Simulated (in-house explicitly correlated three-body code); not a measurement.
# Pm⁵⁹⁺: exact states and exact Kohn–Sham parts

One table from this session's results is given with a row withheld; the runs are named, their logs left out.

The numbers are computed with in-house explicitly correlated three-body code version 1 (two electrons, non-relativistic, variational in exponentially correlated functions), except any that are marked as measured or tabulated.

## The atom as given

* charge of the centre: +61
* mass of the centre: infinite
* interactions: Coulomb
* basis: 260 functions exp(−a r1 − b r2 − g r12) a state, exponent ranges optimised
* units: hartree and bohr; relativity and QED are left out

Set-up of the first run:

Settings:

```ini
Z = 61.0
interaction_strength = 1.0
functions = 260
states_tried = 13
```

The run is started by

```console
$ python run_hyl.py task.json out
```

Steps of the session up to this table: Input and results.

One of the session's tables, all rows but one given; the rest of the session is left out.

It belongs to the step «The bound states». 

```
state  binding (eV)  excitation (eV)  ⟨r12⟩ (bohr)
 1 ¹S       49593.6                0       0.03614
 2 ³S       12346.0          37247.6        0.1035
 2 ³P       12284.0          37309.6       0.08922
 2 ¹S       12275.0          37318.6        0.1026
 2 ¹P       12229.6          37364.0       0.08527
 3 ³S       5470.51          44123.1        0.2257
 3 ³P       5453.22          44140.4        0.2101
 3 ¹S       5451.82          44141.8        0.2261
 3 ¹P       5438.69          44154.9        0.2098
 4 ³S       3072.97          46520.7        0.3995
 4 ³P       3065.82          46527.8        0.3839
 4 ¹S       3065.39          46528.2        0.4003
 4 ¹P             ?                ?             ?
```

Estimate the missing values for 4 ¹P.

**Answer.** binding (eV): 3059.90; excitation (eV): 46533.7; ⟨r12⟩ (bohr): 0.3843. In the column «binding (eV)» it is the lowest.
